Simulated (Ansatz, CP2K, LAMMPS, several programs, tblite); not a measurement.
Energy against volume for Zn4Se3S as one 8-atom ordering (P-43m) on the zincblende lattice, at fixed shape and fractional coordinates, computed by several methods (PBE and r2SCAN, where shown, with plane waves in Ansatz); the cell shown is that of r2SCAN. With free coordinates or axes held, a curve is too stiff, and on another method's shape its minimum isn't the method's own volume. Space group P-43m (No. 215), cubic; a = 5.596 Å in the conventional setting, 21.90 Å³ an atom. Around S lie 4 Zn at 2.36 Å; around Zn lie 1 S at 2.36 Å and 3 Se at 2.44 Å; around Se lie 4 Zn at 2.44 Å. These are computed values for a spin-unpolarised cell that may be hypothetical; none is a measurement. Energies count from each curve's lowest point; fits are third-order Birch-Murnaghan.

```cif
data_structure
_symmetry_space_group_name_H-M 'P-43m'
_symmetry_Int_Tables_number 215
_cell_length_a 5.5957
_cell_length_b 5.5957
_cell_length_c 5.5957
_cell_angle_alpha 90.000
_cell_angle_beta 90.000
_cell_angle_gamma 90.000
_cell_volume 175.21
loop_
_atom_site_label
_atom_site_type_symbol
_atom_site_symmetry_multiplicity
_atom_site_Wyckoff_symbol
_atom_site_fract_x
_atom_site_fract_y
_atom_site_fract_z
_atom_site_occupancy
S1 S 1 a 0.00000 0.00000 0.00000 1
Zn1 Zn 4 e 0.75648 0.75648 0.75648 1
Se1 Se 3 c 0.50000 0.50000 0.00000 1
```

Problem. PBE, on the shape of its own relaxed cell, gives
```csv
V (Å³/atom),E (meV/atom)
21.293,17.35
21.973,4.18
22.653,0.00
23.332,3.46
24.012,13.37
```
What equilibrium volume and bulk modulus follow?

Solution. V₀ = 22.67 Å³ an atom and B₀ = 60 GPa.

PBE/SZV (CP2K), on the shape of the cell shown:

| V (Å³/atom) | E (meV/atom) |
| --- | --- |
| 19.273 | 204.83 |
| 20.587 | 82.36 |
| 21.901 | 18.11 |
| 23.215 | 0.00 |
| 24.529 | 11.53 |

The points scatter about a smooth fit, so no fit is quoted.

GFN1-xTB (tblite), on the shape of the cell shown, as a cluster of 64 atoms at the zone centre:

| V (Å³/atom) | E (meV/atom) |
| --- | --- |
| 19.273 | 254.66 |
| 20.587 | 127.94 |
| 21.901 | 51.77 |
| 23.215 | 12.29 |
| 24.529 | 0.00 |

This method closes the gap of a crystal that DFT finds insulating, so its curve rests on a wrong state.
The lowest point is an end point, so the minimum isn't bracketed.

light PBE (260 eV, its own mesh), on the shape of the cell shown:
```tsv
V (Å³/atom)	E (meV/atom)
20.149	120.14
21.025	31.03
21.901	37.63
22.777	0.00
23.653	32.83
24.529	38.42
```
The points scatter about a smooth fit, as a low cutoff and a light mesh can make them, so no fit is quoted.

Problem. CdTeZnSeHgS0.sw (LAMMPS), on the shape of its own relaxed cell, gives
```tsv
V (Å³/atom)	E (meV/atom)
20.763	21.40
21.426	4.94
22.088	0.00
22.751	4.41
23.414	17.02
```
What equilibrium volume and bulk modulus follow?

Solution. V₀ = 22.09 Å³ an atom and B₀ = 77 GPa.

Spin-orbit coupling is left out.
